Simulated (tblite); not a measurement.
# C4H11BO2Si2: the cost of one run

Computed with tblite 0.8.0 and PySCF 2.14.0, with density-fitted response routines of our own, on a single molecule in the gas phase. Atoms count from 0, in the outputs and in this text.

## Step 1: The molecule as given

20 atoms, charge 0, multiplicity 1; geometry from: force field or distance geometry start.

Bonds of the start (Å): Si0–C1 1.86, C1–Si2 1.86, Si2–C3 1.87, C3–C4 1.32, C4–O5 1.41, O5–B6 1.50, B6–O7 1.52, O7–C8 1.27, C8–C3 1.47, Si0–H9 1.48, Si0–H10 1.48, Si0–H11 1.46, C1–H12 1.09, C1–H13 1.12, Si2–H14 1.47, Si2–H15 1.46, C4–H16 1.08, B6–H17 1.20, B6–H18 1.19, C8–H19 1.09.

## Step 2: Geometry optimisation with GFN2-xTB

The job: settings as JSON, then the geometry in Å.

```
{"job": {"kind": "relax", "xc": "GFN2-xTB", "basis": "xTB"}, "charge": 0, "multiplicity": 1}
Si     2.483200     1.144900     0.497700
C      2.307700    -0.676000     0.140300
Si     0.728800    -1.336500     0.880800
C     -0.725500    -0.516200     0.048100
C     -1.107100    -0.894800    -1.161400
O     -2.170000    -0.243700    -1.813400
B     -3.079500     0.695100    -1.073100
O     -2.401000     1.192700     0.190300
C     -1.385100     0.623900     0.700800
H      2.429900     1.375800     1.955000
H      1.364900     1.870000    -0.146000
H      3.749000     1.631400    -0.038600
H      2.309100    -0.848000    -0.936300
H      3.173500    -1.217700     0.603900
H      0.684900    -1.053600     2.324600
H      0.647400    -2.783700     0.669800
H     -0.586000    -1.684500    -1.686800
H     -4.070000     0.094600    -0.765900
H     -3.373900     1.615500    -1.760000
H     -0.985400     1.021600     1.631600
```

Started as:

```
$ OMP_NUM_THREADS=1 python probes_run.py task.json out
```

This one command runs all jobs of the session in turn.

**Question.** How long does this first job take on 1 thread of AMD EPYC, shared host, and how much memory does it need?

About 3.3 s, with a peak of 0.18 GiB.
